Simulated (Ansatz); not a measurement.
Run this with Ansatz 0.2.0 through its Python package and show what comes out.

Input file `ca3y.extxyz`:
```text
4
Lattice="5.412807 0.0 0.0 0.0 5.412807 0.0 0.0 0.0 5.412807" Properties=species:S:1:pos:R:3 pbc="T T T"
Ca    0.00000000    2.70640350    2.70640350
Ca    2.70640350    0.00000000    2.70640350
Ca    2.70640350    2.70640350    0.00000000
Y     0.00000000    0.00000000    0.00000000
```

`run_bands.py`
```python
'''Bands of Ca3Y along a path through the zone.'''

import ansatz as az
import numpy as np

xtal = az.Crystal.from_extxyz('ca3y.extxyz')

# high-symmetry points in fractions of the reciprocal vectors
path = [
    ('G', (0.0, 0.0, 0.0)),
    ('X', (0.0, 0.5, 0.0)),
    ('M', (0.5, 0.5, 0.0)),
    ('G', (0.0, 0.0, 0.0)),
    ('R', (0.5, 0.5, 0.5)),
    ('X', (0.0, 0.5, 0.0)),
]
setup = (
    xtal.calculation()
    .functional('PBEsol')
    .basis(260)
    .kpoints(spacing=0.23)
    .occupations('fermi_dirac', width=0.05)
    .band_structure([point for _, point in path], intervals=10)
    .scf(extra_bands=6)
)
history = []
outcome = setup.session().plan().execute(on_event=lambda event: history.append(event['data']['dr2_ev']) if event['event'] == 'scf_iter' else None)
summary = outcome.report
print('density residual by iteration (eV):', ' '.join(f'{value:.1e}' for value in history[:40]))

print('%-22s %14.5f eV' % ('F = E - TS', summary['free_energy_ev']))
print('%-22s %14.5f eV' % ('E', summary['internal_energy_ev']))
print('%-22s %14.5f eV' % ('Harris-Foulkes', summary['harris_foulkes_ev']))
print('%-22s %14.5f eV' % ('Fermi level', summary['fermi_energy_ev']))

bands = outcome.band_structure()
fermi = bands.fermi_energy_ev
print(f'zero of the bands: {fermi:.3f} eV, the Fermi level found on the SCF mesh')
for spin, channel in enumerate(bands.channels):
    print('channel', spin, '- computed levels within 8 eV of the Fermi level')
    for i, (label, _) in enumerate(path):
        levels = channel.eigenvalues_ev[i * 10] - fermi
        print(f'  {label:3s}', ' '.join(f'{e:7.3f}' for e in levels if abs(e) < 8))
```

Output of `python run_bands.py`:
```text
DeckWarning: basis.ecutwfc = 260 eV is below the records' recommended 420 eV, and the density's cutoff is lower with it unless basis.ecutrho_ratio is high enough to keep the records' density cutoff: compare with a run at a higher cutoff
density residual by iteration (eV): 3.1e-02 7.4e-03 5.7e-04 5.0e-05 1.3e-06 1.2e-07 4.2e-09
F = E - TS                -9175.32636 eV
E                         -9175.26774 eV
Harris-Foulkes            -9175.32636 eV
Fermi level                   5.83740 eV
zero of the bands: 5.837 eV, the Fermi level found on the SCF mesh
channel 0 - computed levels within 8 eV of the Fermi level
  G    -4.238  -0.919  -0.919  -0.534   0.112   0.112   0.112   1.126   1.126   1.126   2.283
  X    -2.917  -2.680  -0.355   0.214   0.214   0.249   0.596   0.807   0.807   1.455   1.466
  M    -1.787  -1.690  -1.464  -1.464   0.392   0.392   0.725   1.034   1.069   1.095   1.576
  G    -4.238  -0.919  -0.919  -0.534   0.112   0.112   0.112   1.126   1.126   1.126   2.283
  R    -1.294  -1.294  -1.294  -1.259  -0.091  -0.039  -0.039  -0.039   1.480   1.480   2.054
  X    -2.917  -2.680  -0.355   0.214   0.214   0.249   0.596   0.807   0.807   1.455   1.466
```
(Warnings from the package without file and line.)

Reading the output:
- These settings explore the input space; cutoff and mesh may be short of convergence.
- The cutoff lies under the one recommended for these potentials.
- No spin polarisation was allowed.
- The computed bands are complete only to about 1.4 eV above the Fermi level.
- Only differences from the Fermi energy are physical; the zero of the scale is a convention.
- The structure comes from a database of computed cells and needn't be a stable or known phase.
- Gaps and levels are Kohn-Sham values on a finite set of k-points, without spin-orbit coupling.
- Run time: 4.2 s on 1 thread of Arm Neoverse V2, on a shared host, peak memory 0.39 GiB.

(Lines on the test bed's own set-up are left out of the output.)
